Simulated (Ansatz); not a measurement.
**GeN+ (singlet): wave-function methods side by side, cc-pVDZ**

Aim: climb from Hartree-Fock through coupled cluster and multireference methods for GeN+ (singlet) at one geometry and basis, and see what each rung misses.

Method: cc-pVDZ, core rule «outside noble gas», up to 15 orbitals frozen; program: Ansatz 0.2.0, Gaussian basis.

To be run: UHF; CCSD(T) on RHF; CCSD(T) on UHF; BCCD(T) on RHF; CISD; CCSDT(Q) on RHF; CCSDT(Q) on UHF; CISDTQ; CCSDTQ on RHF; CCSDTQ on UHF; CASSCF and MRCISD+Q, 8 electrons in 8 orbitals; CASSCF and NEVPT2, 8 electrons in 8 orbitals; Full CI.

4 further runs of the same task are left out: 4 set aside as unsound or not needed.

### Step 1. The geometry

The geometry is a PBE0/def2-TZVP stationary point (not a proven minimum) of the parent state, kept for this charge and spin. No spin-orbit coupling is included. The filled d shell of Ge may be among the frozen orbitals whatever the setting's name suggests; the logs give the count.

2 atoms, charge 1, spin multiplicity 1.

Atoms are counted from 1 here; the program's logs count them from 0.

Bond lengths: Ge1–N2 1.901 Å.

### Step 2. UHF

Contents of in.yaml:

```yaml
crystal:
  periodic: [false, false, false]
  atoms:
    - {symbol: Ge, position_ang: [0.000000, 0.000000, 0.000000]}
    - {symbol: N, position_ang: [0.000000, 0.000000, 1.901100]}
basis:
  gaussian: {orbitals: cc-pVDZ}
total_charge: 1
magnetization: {spin_polarized: true, initial_magnetization: 0}
hamiltonian: {xc: hf}
output: {orbitals: {seedname: orbitals}}
```

Launch:

```bash
$ ansatz run in.yaml --threads 1 --pin off --events-out ev --progress --plain --max-ram 4096MiB --backend cpu
```

The runs that follow: CCSD(T) on RHF; CCSD(T) on UHF; BCCD(T) on RHF; CISD; CCSDT(Q) on RHF; CCSDT(Q) on UHF; CISDTQ; CCSDTQ on RHF; CCSDTQ on UHF; CASSCF and MRCISD+Q, 8 electrons in 8 orbitals; CASSCF and NEVPT2, 8 electrons in 8 orbitals; Full CI.

Before running them: what should the planned runs give, taken together? Wanted: FCI below the RHF energy; RMP2 from FCI; RCCSD from FCI; RCCSD(T) from FCI; RCCSDT(Q) from FCI; T1 diagnostic; effectively unpaired electrons.

**Answer**, as computed:

```
                         quantity               value
         FCI below the RHF energy          -6.1247 eV
                    RMP2 from FCI     +35.84 kcal/mol
                   RCCSD from FCI     +11.70 kcal/mol
                RCCSD(T) from FCI      +5.97 kcal/mol
               RCCSDT(Q) from FCI      -0.20 kcal/mol
levels within 1 kcal/mol (43 meV)  RCCSDT(Q), RCCSDTQ
                    T1 diagnostic               0.031
   effectively unpaired electrons                2.09
```

What this shows: RCCSD(T) lands +5.97 kcal/mol from the yardstick (4.2 % of the correlation energy). RCCSDT(Q) falls below full CI, which methods that aren't variational can do. The occupations show strong static correlation (2.1 unpaired electrons where one determinant has 0). These misses are within one basis, not against nature.
